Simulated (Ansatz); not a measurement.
**CH4GeS: one species, many methods**

Aim: compute CH4GeS with functionals from several rungs and with coupled cluster, and see how far each lands from CCSD(T) at the basis-set limit for the atomisation energy.

The runs use Ansatz 0.2.0, Gaussian basis; functionals in def2-TZVPP, the program's frozen cores in correlated methods.

Plan: LDA (SPW92), PBE-D4, revPBE-D4, BLYP-D4, r2SCAN-D4, B97M-V, PBE0-D4, B3LYP-D4, r2SCANh-D4, r2SCAN0-D4, HSE06-D4, BHLYP-D4, CAM-B3LYP-D4, LC-ωPBE, ωB97X-V, ωB97M-V, B2PLYP, PBE-QIDH; CCSD(T)/def2-SVP; CCSD(T)/def2-TZVPP; MP2/def2-QZVPP; extrapolation to the limit; RPA on PBE.

## 1. The relaxed structure

All runs share one geometry, relaxed beforehand with PBE0-D4 in a triple-zeta def2 set.

7 atoms, charge 0, spin multiplicity 1.

Atoms are counted from 1 here; the program's logs count them from 0.

Bond lengths: S1–C2 1.607 Å, C2–Ge3 1.962 Å, C2–H4 1.094 Å, Ge3–H5 1.539 Å, Ge3–H6 1.539 Å, Ge3–H7 1.530 Å. Angles: S1–C2–Ge3 124.3°, S1–C2–H4 119.0°, Ge3–C2–H4 116.6°, C2–Ge3–H5 108.7°, C2–Ge3–H6 108.7°, C2–Ge3–H7 108.6°, H5–Ge3–H6 108.4°, H5–Ge3–H7 111.2°, H6–Ge3–H7 111.2°.

## 2. LDA

This LDA is Slater exchange with PW92 correlation.

Contents of in.yaml:

```yaml
crystal:
  periodic: [false, false, false]
  atoms:
    - {symbol: S, position_ang: [0.113391, -2.333919, 0.621455]}
    - {symbol: C, position_ang: [-0.561651, -0.986623, 0.064683]}
    - {symbol: Ge, position_ang: [0.366374, 0.736058, -0.085325]}
    - {symbol: H, position_ang: [-1.607196, -1.010197, -0.257200]}
    - {symbol: H, position_ang: [0.334106, 1.187141, -1.556243]}
    - {symbol: H, position_ang: [-0.388401, 1.777984, 0.758936]}
    - {symbol: H, position_ang: [1.804577, 0.561457, 0.407995]}
basis:
  gaussian: {orbitals: def2-TZVPP}
hamiltonian: {xc: lda}
output: {orbitals: {seedname: orbitals}}
```

Further steps of the session: PBE-D4 (GGA); revPBE-D4 (GGA); BLYP-D4 (GGA); r2SCAN-D4 (meta-GGA); B97M-V (meta-GGA); PBE0-D4 (hybrid); B3LYP-D4 (hybrid); r2SCANh-D4 (hybrid); r2SCAN0-D4 (hybrid); HSE06-D4 (hybrid); BHLYP-D4 (hybrid); CAM-B3LYP-D4 (range-separated); LC-ωPBE (range-separated); ωB97X-V (range-separated); ωB97M-V (range-separated); B2PLYP (double hybrid); PBE-QIDH (double hybrid); CCSD(T) in def2-SVP; CCSD(T) in def2-TZVPP; MP2 in def2-QZVPP; RPA on PBE orbitals.

Q: Predict the results of all the runs planned. Wanted: atomisation energy, CCSD(T)/CBS; farthest beyond LDA; mean size of error, GGA; mean size of error, meta-GGA; mean size of error, hybrid; mean size of error, range-separated; mean size of error, double hybrid; gap, smallest and largest; T1 diagnostic.

The runs gave:

```
                               quantity                                                                                               value
        atomisation energy, CCSD(T)/CBS                                                                                       2120.5 kJ/mol
 functionals within 21.2 kJ/mol (1.0 %)  PBE-D4, r2SCAN-D4, B97M-V, PBE0-D4, B3LYP-D4, r2SCANh-D4, HSE06-D4, CAM-B3LYP-D4, ωB97X-V, ωB97M-V
                    farthest beyond LDA                                                                             BHLYP-D4 (-80.5 kJ/mol)
                mean size of error, GGA                                                                                         24.2 kJ/mol
           mean size of error, meta-GGA                                                                                         11.8 kJ/mol
             mean size of error, hybrid                                                                                         33.7 kJ/mol
    mean size of error, range-separated                                                                                         20.7 kJ/mol
      mean size of error, double hybrid                                                                                         34.3 kJ/mol
              gap, smallest and largest                                                            1.56 eV (LDA (SPW92)), 8.73 eV (LC-ωPBE)
                          T1 diagnostic                                                                                              0.0144
triples share of the correlation energy                                                                                               4.4 %
```

In words: The LDA atomisation energy is off by 304.5 kJ/mol (14 %): it overbinds. PBE-D4 misses by +17.4 kJ/mol. Double hybrids carry the basis error of their MP2 part in triple zeta, and no dispersion term here, so their miss is partly the set-up's. The rungs meta-GGA, range-separated miss on average by less than the doubt on the reference (21.2 kJ/mol), so they tie. The reference freezes the cores and leaves out relativity and excitations past (T), and its outer-core shells are covered unevenly, so misses under about 21.2 kJ/mol can't be ranked. Hartree-Fock recovers 70 % of the binding; the rest is correlation. CCSD(T) in def2-SVP is off by -139.3 kJ/mol, which most functionals beat. Orbital gaps span 1.6 to 8.7 eV; exact exchange widens them. The restricted reference is unstable towards a spin-broken one. Correlated methods include outer-core shells of Ge, which these sets cover unevenly.
